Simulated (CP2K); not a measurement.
**GFN0-xTB run of CH4FOSi− (SMILES CO[SiH-]F)**

We compute energy and gradient of CH4FOSi−. 

The results are computed with CP2K 2026.2.

1 further run of the same task is left out (set aside as unsound or not needed).

## Step 1: The system as given

The species is CH4FOSi− (8 atoms), meant as a singlet with charge -1. As SMILES, `CO[SiH-]F`. The shape is that of a GFN2-xTB optimisation. This is one conformer, not always the lowest.

Bond lengths: C1–O2 1.343 Å, O2–Si3 1.744 Å, Si3–F4 1.694 Å, C1–H5 1.102 Å, C1–H6 1.108 Å, C1–H7 1.110 Å, Si3–H8 1.531 Å. Angles: C1–O2–Si3 113.6°, O2–Si3–F4 95.0°, O2–C1–H5 110.4°, O2–C1–H6 112.8°, O2–C1–H7 112.1°, O2–Si3–H8 98.4°, F4–Si3–H8 95.3°, H5–C1–H6 107.5°, H5–C1–H7 107.8°, H6–C1–H7 105.9°.

## Step 2: Energy and forces at GFN0-xTB

Input file qs.inp:

```
&GLOBAL
  PROJECT_NAME qs
  RUN_TYPE ENERGY_FORCE
  PRINT_LEVEL MEDIUM
&END GLOBAL

&FORCE_EVAL
  METHOD QS
  &DFT
    CHARGE -1
    MULTIPLICITY 1
    &QS
      METHOD XTB
      EPS_DEFAULT 1.0E-10
      &XTB
        GFN_TYPE 0
        CHECK_ATOMIC_CHARGES F
      &END XTB
    &END QS
    &POISSON
      PERIODIC NONE
      POISSON_SOLVER ANALYTIC
    &END POISSON
    &SCF
      SCF_GUESS ATOMIC
      EPS_SCF 1.0E-06
      MAX_SCF 150
      ADDED_MOS 2
      MAX_DIIS 2
      &DIAGONALIZATION
        ALGORITHM STANDARD
      &END DIAGONALIZATION
      &MIXING
        METHOD DIRECT_P_MIXING
        ALPHA 0.4
      &END MIXING
    &END SCF
    &PRINT
      &MOMENTS
        PERIODIC F
        REFERENCE COM
        MAX_MOMENT 1
      &END MOMENTS
      &MO ON
        ENERGIES T
        OCCUPATION_NUMBERS T
        NDIGITS 6
        &EACH
          QS_SCF 0
        &END EACH
        ADD_LAST NUMERIC
      &END MO
      &HIRSHFELD OFF
      &END HIRSHFELD
    &END PRINT
  &END DFT
  &SUBSYS
    &CELL
      ABC [angstrom] 11 12 10.1
      PERIODIC NONE
    &END CELL
    &COORD
      C      4.963385     7.073710     5.271125
      O      5.468575     6.135420     4.453905
      Si     5.801585     4.621030     5.251745
      F      6.747675     3.997140     3.992465
      H      4.763345     8.002860     4.713105
      H      5.645305     7.327160     6.107285
      H      4.012875     6.748990     5.742565
      H      6.987125     5.075620     6.107535
    &END COORD
  &END SUBSYS
  # extra output
  &PRINT
    &FORCES ON
    &END FORCES
  &END PRINT
&END FORCE_EVAL
```

Run with:

```
OMP_NUM_THREADS=1 cp2k.psmp qs.inp > qs.out
```

**Question.** What will come out? Wanted: total energy; HOMO energy; LUMO energy; HOMO–LUMO gap; dispersion energy; largest force on an atom.

Computed results:

At GFN0-xTB:

| quantity | value |
| --- | --- |
| total energy | -14.64158 Eh |
| HOMO energy | -9.17 eV |
| LUMO energy | -6.63 eV |
| HOMO–LUMO gap | 2.54 eV |
| dispersion energy | -6.69 kJ/mol |
| largest force on an atom | 3.572 eV/Å |

What this shows: The largest force is 3.57 eV/Å: the shape isn't a stationary point for this species at this level.
